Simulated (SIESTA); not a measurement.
## HfIn4SiO6 in SIESTA: convergence with real-space mesh cutoff

Input of the first run (real-space mesh cutoff 100 Ry); the others differ in this setting and in those tied to it:

The input HfIn4SiO6.fdf:

```
SystemName                      HfIn4SiO6
SystemLabel                     HfIn4SiO6
NumberOfSpecies                 4
NumberOfAtoms                   12
%block ChemicalSpeciesLabel
  1  72 Hf
  2  49 In
  3  14 Si
  4   8 O
%endblock ChemicalSpeciesLabel

LatticeConstant                 1.0 Ang
%block LatticeVectors
     5.6986700000     0.0038100000     0.0155900000
    -0.7050600000     6.1081500000    -0.0057500000
    -2.7371800000    -1.3955700000     6.6307600000
%endblock LatticeVectors
AtomicCoordinatesFormat         Fractional
%block AtomicCoordinatesAndAtomicSpecies
     0.1179300000     0.0155600000     0.1329200000  1  Hf
     0.3884200000     0.9990100000     0.7289100000  2  In
     0.7586500000     0.0084200000     0.4958600000  2  In
     0.2346100000     0.4884100000     0.5330000000  2  In
     0.5964900000     0.4821100000     0.2052800000  2  In
     0.8677800000     0.4402900000     0.8554400000  3  Si
     0.5531600000     0.3873800000     0.7929000000  4  O
     0.9345400000     0.3848300000     0.6559600000  4  O
     0.9841400000     0.2621800000     0.0034700000  4  O
     0.9908300000     0.6980600000     0.9845200000  4  O
     0.0866500000     0.0649300000     0.3937400000  4  O
     0.4868000000     0.1088300000     0.2179900000  4  O
%endblock AtomicCoordinatesAndAtomicSpecies

%block kgrid.MonkhorstPack
    5   0   0  0.0
    0   5   0  0.0
    0   0   4  0.0
%endblock kgrid.MonkhorstPack
XC.Functional                   GGA
XC.Authors                      PBE
PAO.BasisSize                   DZP
PAO.EnergyShift                 0.003 Ry
Mesh.Cutoff                     100 Ry
OccupationFunction              FD
ElectronicTemperature           0.05 eV
MaxSCFIterations                120
SCF.MustConverge                false
SCF.Mixer.Method                Pulay
SCF.Mixer.Weight                0.25
SCF.Mixer.History               8
SCF.DM.Tolerance                5.0e-05
SCF.H.Tolerance                 1.0e-03 eV
WriteForces                     true
Charge.Mulliken                 end
%block PAO.Basis
  Hf 5
  n=5 0 2
    3.241 0.000
  n=6 0 2
    8.163 0.000
  n=5 1 2
    3.929 0.000
  n=6 1 1
    8.163
  n=5 2 2
    7.906 0.000
  In 4
  n=5 0 2
    6.996 0.000
  n=5 1 2
    9.500 0.000
  n=4 2 2
    4.106 0.000
  n=5 2 1
    9.500
%endblock PAO.Basis
Diag.ParallelOverK              true
```

Potentials or basis: PseudoDojo 0.4 standard (PBE files), DZP (energy shift 0.003 Ry; two zetas on semicore shells).

The run is started by

```sh
$ mpirun -n 4 siesta HfIn4SiO6.fdf > HfIn4SiO6.out 2>&1
```

The cell was built by a generator and needn't be a form met in nature.

Hardware: 4 MPI ranks on Arm Neoverse V1 (shared host).

The values tried are 100 Ry, 150 Ry, 200 Ry, 300 Ry, 400 Ry, 500 Ry, 700 Ry, 900 Ry, 1200 Ry, loosest first. From which on does the pressure stay within 0.1 GPa of the tightest run that finished?

From 200 Ry on.

| real-space mesh cutoff | energy less the tightest run, at zero smearing (meV/atom) | pressure (GPa) | SCF cycles | CPU time (s) |
| --- | --- | --- | --- | --- |
| 100 Ry | -32.11 | 2.10 | 13 | 90 |
| 150 Ry | -6.13 | 1.67 | 13 | 100 |
| 200 Ry | -1.08 | 1.55 | 13 | 120 |
| 300 Ry | -0.07 | 1.52 | 13 | 150 |
| 400 Ry | 0.00 | 1.52 | 13 | 180 |
| 500 Ry | 0.01 | 1.51 | 13 | 240 |
| 700 Ry | 0.00 | 1.51 | 13 | 330 |
| 900 Ry | 0.00 | 1.51 | 13 | 420 |
| 1200 Ry | 0.00 | 1.51 | 13 | 670 |

Against the tightest run, the energy stays within 1 meV/atom from 300 Ry on. Values are those asked for, which the program may round to a finer grid. The tightest run that finished is the yardstick and may itself not be fully converged.

Caveat, for the tightest run too: short orbitals over semicore shells can move pressures by several GPa; the basis of atomic orbitals isn't converged, which shifts pressures, moduli and gaps.
